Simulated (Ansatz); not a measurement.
**Ag: one contact scaled**

The task here is to estimate one member of a computed series from the others.

Method: DFT PBEsol, with the methods named in each step, in Ansatz 0.2.0.

2 further runs of the same task are left out: 2 that didn't finish.

## The system as given

It takes space group P6_3/mmc (No. 194, hexagonal). The conventional cell has a = 2.922 Å, b = 2.922 Å, c = 4.702 Å, α = 90.00°, β = 90.00°, γ = 120.00°. Ag (site symmetry -6m2) has 12 Ag at 2.89 to 2.92 Å as nearest neighbours.

Structure file:

```xyz
2
Lattice="2.9223 0.0000 0.0000 -1.4611 2.5308 0.0000 0.0000 0.0000 4.7017" Properties=species:S:1:pos:R:3 pbc="T T T"
Ag    0.0000    1.6872    1.1754
Ag    1.4611    0.8436    3.5262
```

Atoms are numbered in the order of the input: Ag1, Ag2.

Set-up of the first run:

File input.yaml:

```yaml
crystal:
  lattice:
    - [2.9222991408, 0.0, 0.0]
    - [-1.4611495704, 2.5307852934, 0.0]
    - [0.0, 0.0, 4.70166181]
  atoms:
    - { symbol: Ag, position: [0.3333333333, 0.6666666667, 0.25] }
    - { symbol: Ag, position: [0.6666666667, 0.3333333333, 0.75] }
kpoints:
  mp_grid: { grid: [12, 12, 7] }
scf:
  occupations: { method: fermi_dirac, width: 0.05 }
hamiltonian:
  xc: pbesol
  pseudopotentials: { kind: paw }
output:
  forces: true
  stress: true
  eigenvalues: true
  efg: { contact_densities: true }
  populations: true
```

Launch:

```sh
> ansatz run input.yaml --threads 1 --pin off --max-ram 2048MiB --backend cpu --events-out ev --progress --plain --runs-dir out
```

Among the steps run: Shortest bond scaled by 1, PAW; Shortest bond scaled by 0.94, PAW; Shortest bond scaled by 0.76, PAW; Shortest bond scaled by 0.7, PAW; Shortest bond scaled by 0.58, PAW; Shortest bond scaled by 0.58, PAW (source ansatz).

One table of the session follows, with a row left open; its other results are not shown here.

| method | length (Å) | F from the given length (eV/cell) | force along the bond (eV/Å) | pressure (GPa) | largest force (eV/Å) |
| --- | --- | --- | --- | --- | --- |
| PAW | 1.678 | 14.977 | 60.569 | 167.20 | 60.640 |
| PAW | 2.026 | 3.577 | 15.252 | 50.33 | 15.388 |
| PAW | 2.199 | 1.672 | 7.573 | 24.90 | 7.735 |
| PAW | 2.720 | ? | ? | ? | ? |
| PAW | 2.894 | 0.000 | 0.000 | -4.06 | 0.000 |
| PAW (source ansatz) | 1.678 | – | 60.632 | 167.39 | 60.703 |

**Question.** Estimate the row for PAW, 2.720.

The run gave: F from the given length (eV/cell): 0.060; force along the bond (eV/Å): 0.714; pressure (GPa): -2.73; largest force (eV/Å): 0.795.

Limits of these values: Warnings in the runs' records: gradients without spin orbit.
